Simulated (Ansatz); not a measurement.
# C42H30: structure and electronic state, part 2 of 2

Aim: characterise C42H30 as a singlet: its structure, frontier levels and distribution of charge.

Ansatz 0.2.0, Gaussian basis; RKS PBE0-D4/def2-SVP. Earlier steps stand in the parts before.

## 3. Single point, PBE0-D4/def2-SVP

start.molden holds the orbitals of an earlier run on this state, given as this run's starting guess.

in.yaml reads:

```yaml
crystal:
  periodic: [false, false, false]
  atoms:
    - {symbol: C, position_ang: [-14.419877, -0.351352, 0.785494]}
    - {symbol: C, position_ang: [-13.681048, -1.545893, 0.800759]}
    - {symbol: C, position_ang: [-12.282319, -1.511644, 0.724928]}
    - {symbol: C, position_ang: [-11.588140, -0.282507, 0.631417]}
    - {symbol: C, position_ang: [-10.108042, -0.246532, 0.550971]}
    - {symbol: C, position_ang: [-9.439115, 0.727484, -0.225630]}
    - {symbol: C, position_ang: [-8.043978, 0.759975, -0.303608]}
    - {symbol: C, position_ang: [-7.248081, -0.177008, 0.395377]}
    - {symbol: C, position_ang: [-5.770232, -0.141159, 0.314837]}
    - {symbol: C, position_ang: [-5.108457, 0.252746, -0.870941]}
    - {symbol: C, position_ang: [-3.713668, 0.284620, -0.947369]}
    - {symbol: C, position_ang: [-2.907601, -0.071634, 0.158705]}
    - {symbol: C, position_ang: [-1.429621, -0.035635, 0.078135]}
    - {symbol: C, position_ang: [-0.760876, 0.885933, -0.760593]}
    - {symbol: C, position_ang: [0.633812, 0.918442, -0.838925]}
    - {symbol: C, position_ang: [1.432298, 0.034202, -0.077859]}
    - {symbol: C, position_ang: [2.910055, 0.070235, -0.158456]}
    - {symbol: C, position_ang: [3.712693, -0.188678, 0.976284]}
    - {symbol: C, position_ang: [5.107678, -0.151121, 0.900947]}
    - {symbol: C, position_ang: [5.768747, 0.140112, -0.314400]}
    - {symbol: C, position_ang: [7.246813, 0.176460, -0.394981]}
    - {symbol: C, position_ang: [8.029168, 0.644239, 0.685792]}
    - {symbol: C, position_ang: [9.424227, 0.680000, 0.608863]}
    - {symbol: C, position_ang: [10.107123, 0.247053, -0.550936]}
    - {symbol: C, position_ang: [11.587244, 0.283649, -0.631689]}
    - {symbol: C, position_ang: [12.243493, 0.545025, -1.857529]}
    - {symbol: C, position_ang: [13.642121, 0.579118, -1.934267]}
    - {symbol: C, position_ang: [14.419398, 0.353732, -0.786246]}
    - {symbol: C, position_ang: [13.783657, 0.093273, 0.438892]}
    - {symbol: C, position_ang: [12.385007, 0.058066, 0.514770]}
    - {symbol: C, position_ang: [9.324364, -0.222112, -1.630789]}
    - {symbol: C, position_ang: [7.929146, -0.255255, -1.555585]}
    - {symbol: C, position_ang: [4.966076, 0.395723, -1.449884]}
    - {symbol: C, position_ang: [3.571015, 0.364722, -1.373072]}
    - {symbol: C, position_ang: [0.765147, -0.885891, 0.762976]}
    - {symbol: C, position_ang: [-0.629719, -0.921355, 0.836836]}
    - {symbol: C, position_ang: [-3.570487, -0.463591, 1.344885]}
    - {symbol: C, position_ang: [-4.965223, -0.499450, 1.420625]}
    - {symbol: C, position_ang: [-7.917178, -1.149721, 1.173892]}
    - {symbol: C, position_ang: [-9.312454, -1.184814, 1.248122]}
    - {symbol: C, position_ang: [-12.347084, 0.911324, 0.616748]}
    - {symbol: C, position_ang: [-13.745790, 0.877552, 0.693107]}
    - {symbol: H, position_ang: [-15.518576, -0.378037, 0.844952]}
    - {symbol: H, position_ang: [-14.198926, -2.515929, 0.862368]}
    - {symbol: H, position_ang: [-11.716032, -2.455718, 0.709259]}
    - {symbol: H, position_ang: [-10.026697, 1.463462, -0.795765]}
    - {symbol: H, position_ang: [-7.557056, 1.542368, -0.905914]}
    - {symbol: H, position_ang: [-5.701284, 0.502374, -1.763905]}
    - {symbol: H, position_ang: [-3.236345, 0.557144, -1.900586]}
    - {symbol: H, position_ang: [-1.346330, 1.618269, -1.336376]}
    - {symbol: H, position_ang: [1.119731, 1.673093, -1.475698]}
    - {symbol: H, position_ang: [3.230420, -0.404641, 1.941776]}
    - {symbol: H, position_ang: [5.702125, -0.371555, 1.800605]}
    - {symbol: H, position_ang: [7.529986, 1.024023, 1.590176]}
    - {symbol: H, position_ang: [9.998482, 1.088318, 1.454264]}
    - {symbol: H, position_ang: [11.645459, 0.751963, -2.758486]}
    - {symbol: H, position_ang: [14.128887, 0.793848, -2.898724]}
    - {symbol: H, position_ang: [15.518062, 0.380873, -0.846188]}
    - {symbol: H, position_ang: [14.382386, -0.094614, 1.344113]}
    - {symbol: H, position_ang: [11.899398, -0.175417, 1.474893]}
    - {symbol: H, position_ang: [9.822733, -0.604012, -2.534652]}
    - {symbol: H, position_ang: [7.353939, -0.661454, -2.401440]}
    - {symbol: H, position_ang: [5.447768, 0.642596, -2.408202]}
    - {symbol: H, position_ang: [2.976664, 0.554217, -2.279843]}
    - {symbol: H, position_ang: [1.353509, -1.614386, 1.341107]}
    - {symbol: H, position_ang: [-1.112824, -1.679753, 1.470924]}
    - {symbol: H, position_ang: [-2.979748, -0.710429, 2.239778]}
    - {symbol: H, position_ang: [-5.444651, -0.774917, 2.372149]}
    - {symbol: H, position_ang: [-7.330470, -1.906263, 1.717369]}
    - {symbol: H, position_ang: [-9.798415, -1.946627, 1.876965]}
    - {symbol: H, position_ang: [-11.828828, 1.881750, 0.573473]}
    - {symbol: H, position_ang: [-14.313658, 1.821142, 0.691018]}
basis:
  gaussian: {orbitals: def2-SVP, fitting: {mean_field: def2-universal-jkfit}, initial_orbitals: start.molden}
hamiltonian: {xc: pbe0, dispersion: d4}
scf: {omitted_lower_state_checks: [starts]}
output: {forces: true, orbitals: {seedname: orbitals}}
```

On the command line:

```sh
$ ansatz run in.yaml --threads 2 --pin off --events-out ev --progress --plain --max-ram 32768MiB --backend cuda --devices 0, --max-vram 18GiB
```

Log, shortened:

```text
Functional definition: PBE0
  name "PBE0"
  cite "Adamo & Barone, J. Chem. Phys. 110, 6158 (1999) doi:10.1063/1.478522"
  cite "Perdew, Burke & Ernzerhof, Phys. Rev. Lett. 77, 3865 (1996) doi:10.1103/PhysRevLett.77.3865"
  parent pbe
[...]
3690 factors; integrals over basis functions are off by at most 2.2e-1 eV
[...]
mean field -43960.94525271 eV, -1615.5349402380 hartree, gradient 1.2e-5 eV, S^2 0.000000; 0 other end points of the search recorded, 0 dependent functions left out
[...]
reference -43960.94533754 eV, -1615.5349433558 hartree; 141, 141 occupied and 597, 597 virtual orbitals, 3690 factors
Total energy: -43963.45968940 eV, -1615.6273440820 hartree
Atom 0 at   -14.419877    -0.351352     0.785494 Å, force     0.231301     0.006566    -0.015208 eV/Å
Atom 1 at   -13.681048    -1.545893     0.800759 Å, force     0.081202     0.209473    -0.018189 eV/Å
[...]
Atom 63 at     2.976664     0.554217    -2.279843 Å, force     0.159219    -0.050302     0.235278 eV/Å
Atom 64 at     1.353509    -1.614386     1.341107 Å, force    -0.156121     0.186992    -0.147023 eV/Å
Atom 65 at    -1.112824    -1.679753     1.470924 Å, force     0.126247     0.196461    -0.162053 eV/Å
Atom 66 at    -2.979748    -0.710429     2.239778 Å, force    -0.154302     0.063790    -0.232148 eV/Å
Atom 67 at    -5.444651    -0.774917     2.372149 Å, force     0.126796     0.071130    -0.247050 eV/Å
Atom 68 at    -7.330470    -1.906263     1.717369 Å, force    -0.158089     0.205311    -0.148633 eV/Å
Atom 69 at    -9.798415    -1.946627     1.876965 Å, force     0.127433     0.208449    -0.171820 eV/Å
Atom 70 at   -11.828828     1.881750     0.573473 Å, force    -0.136657    -0.266245     0.010248 eV/Å
Atom 71 at   -14.313658     1.821142     0.691018 Å, force     0.147612    -0.262276    -0.002651 eV/Å
Dipole moment:    -0.001325     0.000048     0.000074 e Å
Checks for a lower state left out: starts
```

It took 13 s on 1 × H100 (card shared with other runs) with 2 threads of AMD EPYC 7R13, shared host; peak host memory 1.8 GiB.

From the report: HOMO -5.90 eV, LUMO -1.75 eV.

Mulliken charges, from this run's orbitals:

C1 -0.02; C2 -0.03; C3 -0.03; C4 0.02; C5 0.02; C6 -0.03; C7 -0.03; C8 0.03; C9 0.03; C10 -0.03; C11 -0.04; C12 0.04; C13 0.04; C14 -0.04; C15 -0.03; C16 0.03; C17 0.03; C18 -0.03; C19 -0.03; C20 0.03; C21 0.03; C22 -0.03; C23 -0.04; C24 0.03; C25 0.02; C26 -0.04; C27 -0.02; C28 -0.02; C29 -0.02; C30 -0.04; C31 -0.04; C32 -0.03; C33 -0.03; C34 -0.03; C35 -0.03; C36 -0.04; C37 -0.04; C38 -0.03; C39 -0.03; C40 -0.03; C41 -0.03; C42 -0.03; H43 0.03; H44 0.03; H45 0.02; H46 0.02; H47 0.02; H48 0.02; H49 0.02; H50 0.02; H51 0.02; H52 0.02; H53 0.02; H54 0.02; H55 0.02; H56 0.02; H57 0.03; H58 0.03; H59 0.03; H60 0.02; H61 0.02; H62 0.02; H63 0.02; H64 0.02; H65 0.02; H66 0.02; H67 0.02; H68 0.02; H69 0.02; H70 0.02; H71 0.02; H72 0.03

Largest Mayer bond orders: C10–C11 1.41; C37–C38 1.41; C14–C15 1.41; C35–C36 1.41; C22–C23 1.41; C31–C32 1.41; C6–C7 1.41; C39–C40 1.41; C18–C19 1.41; C33–C34 1.41.

## 4. Outcome

The summary covers parts 1 to 2.

| quantity | value |
| --- | --- |
| point group | C2 |
| commonest bond, hydrogen aside | C–C, 48 of mean length 1.417 Å |
| HOMO, LUMO at PBE0-D4/def2-SVP | -5.90, -1.75 eV |
| dipole at PBE-D4/def2-SVP | 0.01 D |

**Reading.** The molecule keeps its bonding pattern by the stored test; the atoms moved 0.33 Å (rms). No usable vibrations, so a minimum isn't proven. The point group is read from a loosely relaxed geometry; soft torsions can leave it below the true symmetry.
